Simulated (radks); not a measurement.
**Spin polarisation of the 4d shell in Ru⁺**

An exercise on one series of results from a longer session: the logs are not shown, and one member is left open.

Method: scalar-relativistic Kohn-Sham, SCAN, spin-polarised, spherical densities, finite nucleus. Code: radks (a radial shooting solver on a logarithmic mesh, Libxc functionals) version 1.

**The system**

- element: ruthenium (Z = 44)
- charge: +1
- electrons: 43
- configuration: [Kr] 4d(up 3.5, down 3.5)
- nuclear rms radius: 4.4809 fm

A shell typed twice in an input gives spin up, then spin down.

The first run:

The run's settings:

```text
Z 44
configuration [Kr] 4d3.5 4d3.5
relativity scalar-relativistic
functional scan,scan
spin polarised
nucleus finite rms 4.4809 fm
c 137.035999084
```

Steps of the session up to this table: No moment.

One table of the session follows, with a row left open; its other results are not shown here.

From the orbitals of this run (lengths in bohr):

```
level     <r>  outermost maximum (interpolated)  90 % within  nodes
   2s  0.1456                             0.123        0.225      1
   2p  0.1270                            0.0983        0.207      0
   3s  0.4016                             0.361        0.592      2
   3p       ?                                 ?            ?      ?
   3d  0.3841                             0.302        0.611      0
   4s   1.023                             0.918         1.49      3
   4p   1.131                             0.985         1.68      2
   4d   1.634                              1.21         2.64      1
```

**Question.** Estimate the row for 3p.

**Answer.** <r>: 0.4024; outermost maximum (interpolated): 0.355; 90 % within: 0.606; nodes: 1. In the column «<r>» it lies between 3s (0.4016) and 4s (1.023).
